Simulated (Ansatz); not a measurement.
**C5H11Al: a nudged elastic band in two tries**

The task is a band of images between two relaxed ends. SMILES of the start: C=C[CH](C)[AlH][CH3].

Method: RKS BHLYP-D4/6-31G, in Ansatz 0.2.0.

### Step 1. Starting point

Bond lengths (14 of 16 bonds, heavy atoms first): C1–C2 1.343 Å, C2–C3 1.495 Å, C3–C4 1.524 Å, C3–Al5 1.999 Å, Al5–C6 1.969 Å, C1–H7 1.076 Å, C1–H8 1.079 Å, C2–H9 1.083 Å, C3–H10 1.088 Å, C4–H11 1.087 Å, C4–H12 1.089 Å, C4–H13 1.090 Å, Al5–H14 1.596 Å, C6–H15 1.088 Å. Angles (14 of 27 angles, heavy atoms first): C1–C2–C3 125.9°, C2–C3–C4 114.3°, C2–C3–Al5 90.3°, C4–C3–Al5 119.8°, C3–Al5–C6 120.1°, C1–C2–H9 118.1°, C3–C2–H9 115.6°, C2–C1–H7 121.5°, C2–C1–H8 121.9°, C2–C3–H10 110.6°, C4–C3–H10 111.3°, Al5–C3–H10 108.8°, C3–C4–H11 111.2°, C3–C4–H12 111.4°.

Coordinates:

```xyz
17

C    -1.2821   -1.8820   -0.6923
C    -1.1386   -0.5552   -0.5455
C    -0.7984    0.1542    0.7257
C    -1.0605    1.6547    0.6956
Al    1.0769   -0.5299    0.6158
C     2.3868    0.3634   -0.5511
H    -1.4471   -2.3259   -1.6583
H    -1.2886   -2.5514    0.1537
H    -1.1630    0.0624   -1.4346
H    -1.2950   -0.3162    1.5719
H    -0.7366    2.1285    1.6186
H    -0.5237    2.1364   -0.1207
H    -2.1195    1.8802    0.5665
H     1.4085   -1.8624    1.4295
H     1.8992    0.9440   -1.3317
H     3.0085    1.0515    0.0236
H     3.0541   -0.3526   -1.0265
```

### Step 2. The run

input.yaml reads:

```yaml
crystal:
  periodic: [false, false, false]
  atoms:
    - { symbol: C, position_ang: [-1.282101, -1.881996, -0.692291] }
    - { symbol: C, position_ang: [-1.138627, -0.55523, -0.545474] }
    - { symbol: C, position_ang: [-0.79838, 0.154185, 0.72565] }
    - { symbol: C, position_ang: [-1.060517, 1.654689, 0.69559] }
    - { symbol: Al, position_ang: [1.07689, -0.529937, 0.615789] }
    - { symbol: C, position_ang: [2.38679, 0.363377, -0.551106] }
    - { symbol: H, position_ang: [-1.447114, -2.325912, -1.658316] }
    - { symbol: H, position_ang: [-1.288621, -2.551364, 0.153664] }
    - { symbol: H, position_ang: [-1.162971, 0.062438, -1.434641] }
    - { symbol: H, position_ang: [-1.295013, -0.316208, 1.571941] }
    - { symbol: H, position_ang: [-0.736624, 2.128476, 1.618632] }
    - { symbol: H, position_ang: [-0.523679, 2.136374, -0.120695] }
    - { symbol: H, position_ang: [-2.119547, 1.88024, 0.566479] }
    - { symbol: H, position_ang: [1.40855, -1.862378, 1.429478] }
    - { symbol: H, position_ang: [1.899192, 0.944017, -1.331686] }
    - { symbol: H, position_ang: [3.008546, 1.051471, 0.023639] }
    - { symbol: H, position_ang: [3.054126, -0.352641, -1.026453] }
basis:
  gaussian: { orbitals: "6-31G" }
hamiltonian:
  xc: { name: BHLYP }
  dispersion: d4
neb:
  order_check: false
  images: 5
  f_tol: 0.05
  max_iterations: 8
  final_atoms:
    - { symbol: C, position_ang: [-0.94525969, -1.74518215, -0.72581014] }
    - { symbol: C, position_ang: [-1.25367535, -0.46055378, -0.49248503] }
    - { symbol: C, position_ang: [-0.66156558, 0.40369288, 0.57460604] }
    - { symbol: C, position_ang: [-1.46379535, 1.66387751, 0.87456132] }
    - { symbol: Al, position_ang: [1.0571988, 0.5337146, -0.43580007] }
    - { symbol: C, position_ang: [2.57478758, -0.63017776, 0.02877882] }
    - { symbol: H, position_ang: [-1.35662956, -2.28023642, -1.56346636] }
    - { symbol: H, position_ang: [-0.31364588, -2.30964607, -0.05709338] }
    - { symbol: H, position_ang: [-1.9114483, 0.04200352, -1.19030322] }
    - { symbol: H, position_ang: [-0.48713777, -0.17580407, 1.47994654] }
    - { symbol: H, position_ang: [-0.96197656, 2.28238283, 1.61414201] }
    - { symbol: H, position_ang: [-1.59668627, 2.27163638, -0.01925318] }
    - { symbol: H, position_ang: [-2.45615717, 1.43109877, 1.2618313] }
    - { symbol: H, position_ang: [1.10033959, 1.53665139, -1.6797505] }
    - { symbol: H, position_ang: [2.27220952, -1.45439387, 0.67083814] }
    - { symbol: H, position_ang: [3.04368449, -1.04479229, -0.86150174] }
    - { symbol: H, position_ang: [3.34065751, -0.06467049, 0.56095943] }
  initial_path: idpp
  optimiser: cg
```

The run is started by

```bash
> ansatz run input.yaml --threads 1 --pin off --max-ram 2048MiB --backend cpu --events-out ev --progress --plain --runs-dir out
```

Before running it: what results should come out? Wanted: first try.

The runs gave:

| quantity | value |
| --- | --- |
| first try | refused |
| cause | the word typed for the ensemble or optimiser is not among those the program lists |

The fault in the first input was caught at the input check and cost nothing.
